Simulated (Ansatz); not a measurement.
# ZrPb2O4: the cost of one run

Method: DFT PBE, scalar-relativistic, plane waves, PAW, unless a step names another level, in Ansatz 0.2.0.

12 further runs of the same task are left out: 3 that didn't finish, 9 set aside as unsound or not needed.

**1. The formula and the candidates**

Pauling electronegativities: Zr 1.33, Pb 2.33, O 3.44 (spread 2.11). The formula balances with common oxidation states: Zr +4, Pb +2, O -2. Tabulated atomic sizes suggest about 16 Å³/atom. 20 candidates were drawn, by swapping species into database cells of other compounds, at random by space group and Wyckoff sites, or by hand, as the table says:

```csv
name,made from,space group no.,Wyckoff sites,atoms (primitive cell),V (Å³/atom)
c01,built by hand: La2CuO4-type tilted K2NiF4,64,"Zr 4a; Pb 8f; O 8e, 8f",14,15.7
c02,random,123,Zr 1c; Pb 2g; O 4n,7,19.5
c03,database cell of K2PdF4,12,Zr 2a; Pb 4i; O 8j,7,14.7
c04,database cell of Nd2CuO4,139,"Zr 2a; Pb 4e; O 4c, 4d",7,14.7
c05,random,123,"Zr 1c; Pb 2e; O 1d, 2h, 1b",7,16.5
c06,built by hand: Sr2PbO4 (Ca2SnO4),55,"Zr 2a; Pb 4h; O 4g, 4h",14,15.6
c07,random,187,"Zr 1a; Pb 1f, 1c; O 2h, 2g",7,19.3
c08,database cell of Na2H4Pt,139,Zr 2a; Pb 4d; O 8h,7,17.6
c09,random,191,"Zr 1a; Pb 2c; O 3g, 1b",7,19.6
c10,random,69,"Zr 4b; Pb 8h; O 8d, 8f",7,19.0
c11,built by hand: polar K2NiF4 variant,107,"Zr 2a; Pb 2a, 2a; O 2a, 4b, 2a",7,15.8
c12,database cell of BaNi2P4,71,"Zr 2a; Pb 4f; O 4h, 4j",7,14.8
c13,random,187,"Zr 1e; Pb 1b, 1a; O 2h, 2i",7,17.3
c14,random,71,Zr 2d; Pb 4e; O 8l,7,16.7
c15,random,12,"Zr 2c; Pb 4g; O 2b, 2d, 4f",7,16.1
c16,random,164,"Zr 1b; Pb 2d; O 2c, 2d",7,19.3
c17,built by hand: layered 1T-ZrO2 / Pb2O2 intergrowth,164,"Zr 1a; Pb 2d; O 2d, 2d",7,16.0
c18,database cell of SrCu4As2,166,"Zr 3a; Pb 6c; O 6c, 6c",7,15.2
c19,built by hand: normal spinel,227,Zr 8a; Pb 16d; O 32e,14,15.8
c20,random,38,"Zr 2a; Pb 2a, 2b; O 8f",7,18.9
```

**2. Screening run of c02**

File input.yaml:

```yaml
crystal:
  lattice:
    - [4.4051561, 0.0, 0.0]
    - [0.0, 4.4051561, 0.0]
    - [0.0, 0.0, 7.03958293]
  atoms:
    - { symbol: Zr, position: [0.5, 0.5, 0.0] }
    - { symbol: Pb, position: [0.0, 0.0, 0.7613202] }
    - { symbol: Pb, position: [0.0, 0.0, 0.2386798] }
    - { symbol: O, position: [0.88217514, 0.5, 0.0] }
    - { symbol: O, position: [0.11782486, 0.5, 0.0] }
    - { symbol: O, position: [0.5, 0.88217514, 0.0] }
    - { symbol: O, position: [0.5, 0.11782486, 0.0] }
basis:
  ecutwfc: 420
kpoints:
  mp_grid: { grid: [3, 3, 2] }
hamiltonian:
  xc: pbe
scf:
  occupations: { method: gaussian, width: 0.15 }
  lower_state_search: "off"
output:
  forces: true
  stress: true
  eigenvalues: true
relax:
  adjacent_minimum: "off"
  f_tol: 0.08
  max_steps: 16
  cell: { stress_tol: 0.8 }
```

On the command line:

```sh
ansatz run input.yaml --threads 1 --pin off --max-ram 2560MiB --backend cpu --events-out ev --progress --plain --runs-dir out
```

What time and memory should one allow on 1 thread of Intel Xeon Platinum 8488C (Sapphire Rapids), shared host?

About 30 s, with a peak of 0.47 GiB.
